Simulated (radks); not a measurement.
**Si in [Ne] 3s2 3p1.5 4p0.5: an all-electron calculation**

An exercise on one series of results from a longer session: the logs are not shown, and one member is left open.

Method: Dirac Kohn-Sham, HCTH/407, spin-unpolarised, spherical densities, finite nucleus; open shells fill j = l - 1/2 first. Code: radks (a radial shooting solver on a logarithmic mesh, Libxc functionals) version 1.

## The atom as given

```
element            : silicon (Z = 14)
charge             : 0
electrons          : 14
configuration      : [Ne] 3s2 3p1.5 4p0.5
nuclear rms radius : 3.1224 fm
```

The first run:

Settings of this run:

```text
Z 14
configuration [Ne] 3s2 3p1.5 4p0.5 4s0 3d0
relativity Dirac
functional hcth_407
spin unpolarised
j_filling energy
nucleus finite rms 3.1224 fm
c 137.035999084
```

The run is started by

```bash
$ python run_ks.py task.json out
```

The same process makes all the runs of this session.

Steps of the session up to this table: Self-consistent calculation.

One table of the session follows, with a row left open; its other results are not shown here.

It belongs to the step «Orbitals and density». From the orbitals of this run (lengths in bohr):

```
level     <r>  outermost maximum (interpolated)  90 % within  nodes
1s1/2  0.1114                            0.0727        0.199      0
2s1/2  0.5661                             0.454        0.891      1
2p1/2  0.5334                             0.387        0.895      0
2p3/2  0.5356                             0.388        0.898      0
3s1/2   2.117                              1.77         3.20      2
3p1/2   2.659                              2.08         4.22      1
3p3/2   2.667                              2.09         4.24      1
4s1/2   6.824                              5.83         10.1      3
4p1/2       ?                                 ?            ?      ?
4p3/2   10.16                              7.92         15.9      2
3d3/2   10.10                              6.34         16.9      0
3d5/2   10.10                              6.34         16.9      0
```

Estimate the missing values for 4p1/2.

As computed: <r>: 10.13; outermost maximum (interpolated): 7.89; 90 % within: 15.9; nodes: 2. In the column «<r>» it lies between 3d5/2 (10.10) and 4p3/2 (10.16).
